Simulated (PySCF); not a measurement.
# SiCl3 (SMILES Cl[Si](Cl)Cl) at USVWN5/def2-TZVP

What is the vertical ionisation energy of SiCl3 at USVWN5/def2-TZVP? 

The results are computed with PySCF 2.14.0.

## 1. The system as given

The species is SiCl3 (4 atoms), meant as a doublet with charge 0. SMILES: `Cl[Si](Cl)Cl`. The coordinates come from a PBE0-D4/def2-TZVP relaxation.

Bond lengths: Cl1–Si2 2.043 Å, Si2–Cl3 2.043 Å, Si2–Cl4 2.043 Å. Angles: Cl1–Si2–Cl3 109.4°, Cl1–Si2–Cl4 109.4°, Cl3–Si2–Cl4 109.5°.

## 2. A single-point energy at USVWN5/def2-TZVP

Input file calc.py:

```python
from pyscf import gto, dft

mol = gto.Mole()
mol.atom = 'Cl -1.524800 -0.591600 1.030100; Si 0.116100 0.389400 0.310600; Cl 1.694700 -0.903800 0.219000; Cl -0.286000 1.105900 -1.559700'
mol.charge = 0
mol.basis = 'def2-tzvp'
mol.spin = 1
mol.max_memory = 1860
mol.verbose = 3
mol.build()

ks = dft.UKS(mol, xc='svwn')
ks.grids.level = 4
ks.conv_tol = 1e-10
ks.kernel()
if not ks.converged:
    ks = ks.newton().run(ks.mo_coeff, ks.mo_occ)

e_final = ks.e_tot
print('E(%s) = %.9f' % ('SVWN5', e_final))
```

On the command line:

```console
$ OMP_NUM_THREADS=1 python calc.py
```

Log:

```text
converged SCF energy = -1664.67092536098  <S^2> = 0.75113163  2S+1 = 2.0011313
E(SVWN5) = -1664.670925361
```

Wall time 20 s (1 thread of Arm Neoverse V2, shared host); peak memory 0.75 GiB.

## 3. The singlet cation, same level

Input file input.py:

```python
from pyscf import gto, dft

mol = gto.Mole()
mol.atom = '''
Cl    -2.881454    -1.117962     1.946607
Si     0.219397     0.735859     0.586949
Cl     3.202519    -1.707934     0.413850
Cl    -0.540462     2.089848    -2.947406
'''
mol.unit = 'bohr'
mol.verbose = 4
mol.max_memory = 1860
mol.charge = 1
mol.basis = 'def2-tzvp'
mol.build()

mf = dft.RKS(mol, xc='svwn')
mf.conv_tol = 1e-10
mf.grids.level = 4
mf.kernel()
if not mf.converged:
    mf = mf.newton().run(mf.mo_coeff, mf.mo_occ)

e_final = mf.e_tot
print('Final energy', e_final)
```

On the command line:

```console
$ OMP_NUM_THREADS=1 python input.py
```

Log:

```text
PySCF version 2.14.0

[INPUT] num. atoms = 4
[INPUT] num. electrons = 64
[INPUT] charge = 1
[INPUT] spin (= nelec alpha-beta = 2S) = 0
[INPUT] symmetry False subgroup None
[INPUT] Mole.unit = bohr
[INPUT] Symbol           X                Y                Z      unit          X                Y                Z       unit  Magmom
[INPUT]  1 Cl    -1.524799791114  -0.591600013075   1.030100063017 AA   -2.881454000000  -1.117962000000   1.946607000000 Bohr   0.0
[INPUT]  2 Si     0.116099892544   0.389399813250   0.310600034772 AA    0.219397000000   0.735859000000   0.586949000000 Bohr   0.0
[INPUT]  3 Cl     1.694700072338  -0.903799750555   0.218999988739 AA    3.202519000000  -1.707934000000   0.413850000000 Bohr   0.0
[INPUT]  4 Cl    -0.286000173768   1.105899935887  -1.559700086529 AA   -0.540462000000   2.089848000000  -2.947406000000 Bohr   0.0

[... 64 lines left out ...]
converged SCF energy = -1664.34214498943
Final energy -1664.3421449894308
```

It took 12 s on 1 thread of Arm Neoverse V2, shared host; peak memory 0.73 GiB.

## 4. Outcome

At USVWN5/def2-TZVP:

| quantity | value |
| --- | --- |
| doublet SiCl3: total energy | -1664.67093 Eh |
| doublet SiCl3: dipole moment | 0.42 D |
| doublet SiCl3: HOMO energy (highest over α and β) | -5.86 eV |
| doublet SiCl3: LUMO energy (lowest over α and β) | -4.72 eV |
| doublet SiCl3: ⟨S²⟩ | 0.751 |
| singlet cation: total energy | -1664.34214 Eh |
| singlet cation: HOMO energy | -13.86 eV |
| singlet cation: LUMO energy | -11.95 eV |
| singlet cation: HOMO–LUMO gap | 1.91 eV |
| vertical ionisation energy (to the singlet cation) | 8.947 eV |

**Reading.** Removing an electron at fixed nuclei costs 8.95 eV (206 kcal/mol). Only the singlet of the ionised species was computed; a triplet could lie lower. Mulliken charges (doublet SiCl3) run from -0.11 on Cl1 to +0.34 on Si2. Mulliken charges (singlet cation) run from +0.13 on Cl4 to +0.60 on Si2; they depend strongly on the basis.
